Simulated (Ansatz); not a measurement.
# C₂H₅GaS: basis-set convergence

An exercise on one series of results from a longer session: the logs are not shown, and one member is left open.

Program: Ansatz 0.2.0, Gaussian basis. Level of theory: one geometry, several basis sets. These are calculated values, not measurements.

Levels to be run: PBE0-D4/def2-SVP; ωB97M-V/def2-SVP; PBE0-D4/def2-QZVPP; ωB97M-V/def2-QZVPP; the functionals' def2-TZVPP values are taken from earlier runs.

## The relaxed structure

The geometry comes from an earlier relaxation with PBE0-D4 in a triple-zeta def2 set; it is a stationary point, not always the lowest conformer.

SMILES `C[CH]1[S][GaH]1`, 9 atoms, charge 0, spin multiplicity 1.

Atoms are counted from 1 here; the program's logs count them from 0.

Bond lengths: C1–C2 1.505 Å, C1–H5 1.094 Å, C1–H6 1.092 Å, C1–H7 1.096 Å, C2–S3 1.891 Å, C2–Ga4 1.940 Å, C2–H8 1.088 Å, S3–Ga4 2.169 Å, Ga4–H9 1.533 Å. Angles: C2–C1–H5 110.5°, C2–C1–H6 112.1°, C2–C1–H7 110.8°, H5–C1–H6 108.1°, H5–C1–H7 107.9°, H6–C1–H7 107.3°, C1–C2–S3 115.4°, C1–C2–Ga4 124.6°, C1–C2–H8 113.0°, S3–C2–Ga4 69.0°, S3–C2–H8 109.8°, Ga4–C2–H8 116.3°, C2–S3–Ga4 56.6°, C2–Ga4–S3 54.5°, C2–Ga4–H9 164.3°, S3–Ga4–H9 141.2°.

Geometry (Å):

```xyz
9
charge 0, multiplicity 1
C     0.39273    0.60716   -1.01377
C     0.06799   -0.54157   -0.09800
S     1.16772   -0.69380    1.43277
Ga   -0.97813   -0.39082    1.52883
H    -0.35255    0.68359   -1.81146
H     0.42082    1.56059   -0.48222
H     1.37318    0.46640   -1.48234
H     0.02089   -1.49761   -0.61495
H    -2.11265   -0.19393    2.54114
```

Set-up of the first run:

in.yaml reads:

```yaml
crystal:
  periodic: [false, false, false]
  atoms:
    - {symbol: C, position_ang: [0.392734, 0.607160, -1.013766]}
    - {symbol: C, position_ang: [0.067990, -0.541573, -0.098005]}
    - {symbol: S, position_ang: [1.167716, -0.693801, 1.432770]}
    - {symbol: Ga, position_ang: [-0.978128, -0.390816, 1.528834]}
    - {symbol: H, position_ang: [-0.352554, 0.683589, -1.811457]}
    - {symbol: H, position_ang: [0.420824, 1.560590, -0.482216]}
    - {symbol: H, position_ang: [1.373176, 0.466402, -1.482341]}
    - {symbol: H, position_ang: [0.020894, -1.497608, -0.614949]}
    - {symbol: H, position_ang: [-2.112652, -0.193933, 2.541140]}
basis:
  gaussian: {orbitals: def2-SVP}
hamiltonian: {xc: pbe0, dispersion: d4}
output: {orbitals: {seedname: orbitals}}
```

Run with:

```bash
ansatz run in.yaml --threads 2 --pin off --events-out ev --progress --plain --max-ram 4352MiB
```

Among the steps run: PBE0-D4 in def2-SVP; ωB97M-V in def2-SVP; PBE0-D4 in def2-QZVPP; ωB97M-V in def2-QZVPP.

One table of the session follows, with a row left open; its other results are not shown here.

It belongs to the step «Density functionals: the series». 

| functional | basis | HOMO (eV) | LUMO (eV) |
| --- | --- | --- | --- |
| PBE0-D4 | def2-SVP | -6.49 | -1.33 |
| PBE0-D4 | def2-TZVPP | -6.51 | -1.43 |
| PBE0-D4 | def2-QZVPP | -6.53 | -1.48 |
| ωB97M-V | def2-SVP | -8.52 | 0.41 |
| ωB97M-V | def2-TZVPP | ? | ? |
| ωB97M-V | def2-QZVPP | -8.60 | 0.08 |

Estimate the missing values for ωB97M-V, def2-TZVPP.

The run gave: HOMO (eV): -8.58; LUMO (eV): 0.25. In the column «HOMO (eV)» it lies between ωB97M-V, def2-QZVPP (-8.60) and ωB97M-V, def2-SVP (-8.52).
